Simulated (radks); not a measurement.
# Dy³⁺ in [Xe] 4f9: an all-electron calculation

Wanted: eigenvalues, radial structure and energy terms of the dysprosium ion Dy3+.

The numbers are computed with radks (a radial shooting solver on a logarithmic mesh, Libxc functionals) version 1 (Dirac Kohn-Sham, BLYP, spin-unpolarised, spherical densities, finite nucleus; open shells are shared between the two j in proportion to 2j + 1), except any that are marked as measured or tabulated.

### Step 1. The atom as given

```
element            : dysprosium (Z = 66)
charge             : +3
electrons          : 63
configuration      : [Xe] 4f9
nuclear rms radius : 5.2218 fm
```

Outer shells as boxes (Hund's rule):

Dy³⁺
```
[Xe] core
4f [↑↓][↑↓][↑ ][↑ ][↑ ][↑ ][↑ ]
```

### Step 2. The calculation

Settings of this run:

```text
Z 66
configuration [Xe] 4f9
relativity Dirac
functional b88,lyp
spin unpolarised
j_filling average
nucleus finite rms 5.2218 fm
c 137.035999084
```

**Question.** What will this run give?

The runs gave:

| quantity | value |
| --- | --- |
| total energy | -12166.3947 hartree |
| exchange-correlation share of it | 2.17 % |
| −T/E | 1.0968 |
| highest occupied level | 4f7/2, -34.048 eV |
| most extended occupied level | 5p3/2, <r> = 1.51 bohr |
| radius at density 0.001 e/bohr³ | 3.20 bohr |
| maxima of the radial density | 4 |
| ionisation energy, NIST | 41.2 (semi-emp.) eV |

What this shows: The radial density shows 4 maxima for 5 occupied principal shells; where shells overlap, one shows as a shoulder or not at all. −T/E is 1.097: with relativity the kinetic term as defined here no longer equals −E. Minus the highest eigenvalue, 34.048 eV, is 83 % of the tabulated ionisation energy (41.2 eV); the potential of a semilocal functional falls off too fast, so its top eigenvalue is too shallow. Spin polarisation and multiplet splitting are left out. Sharing an open shell by 2j + 1 raises it above the true ground level by a part of the spin-orbit splitting, which enters the differences from NIST.
